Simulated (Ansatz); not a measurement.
The system is LuMnIn.

```
Lu In Mn
1.0
     4.73656    0.00000    0.00000
    -2.36828    4.10198    0.00000
     0.00000    0.00000    3.40074
Lu In Mn
1 1 1
Direct
  0.00000 0.00000 0.00000
  0.66667 0.33333 0.50000
  0.33333 0.66667 0.50000
```

The cell comes from a database or a generator and needn't be the stable form of this composition.

```yaml
Program: Ansatz 0.2.0
Task: relaxation of cell and atoms
Functional: RPBE
Potentials_or_basis: Ansatz PAW
Cutoff: "420 eV (not typed: the program's choice for these potentials)"
k_mesh: 7 × 7 × 8
Occupations: fermi-dirac, width 0.05 eV
Spin: collinear spin, ferromagnetic start
Starting_moments: "[0.0, 0.0, 4.0] μB"
```

At the start: volume 22.02 Å³/atom.

Question: Where does the relaxation end?

Answer: It ends after 5 steps and the volume is 22.90 Å³/atom (+4.0 %); space group P-6m2 (No. 187, to 0.05 Å); moment 3.56 μB per cell.

Step by step:
```
step  energy change (eV)  largest force (eV/Å)  volume (Å³)
   1              0.0000                0.0000        66.07
   2             -0.0143                0.0000        70.11
   3             -0.0199                0.0000        68.82
   4             -0.0200                0.0000        68.71
   5             -0.0210                0.0000        68.71
```

Final structure:
```cif
data_structure
_symmetry_space_group_name_H-M 'P 1'
_symmetry_Int_Tables_number 1
_cell_length_a 4.7975
_cell_length_b 4.7975
_cell_length_c 3.4473
_cell_angle_alpha 90.000
_cell_angle_beta 90.000
_cell_angle_gamma 120.000
_cell_volume 68.71
loop_
_atom_site_label
_atom_site_type_symbol
_atom_site_fract_x
_atom_site_fract_y
_atom_site_fract_z
_atom_site_occupancy
Lu1 Lu 0.00000 0.00000 0.00000 1
In1 In 0.66667 0.33333 0.50000 1
Mn1 Mn 0.33333 0.66667 0.50000 1
```

Caveat: the plane-wave basis is chosen anew once the cell has moved, so the energies of steps on either side of that aren't comparable; the PAW data sets come from PBE, with cores solved anew for the run's functional, which leaves a small shift of forces and pressure.
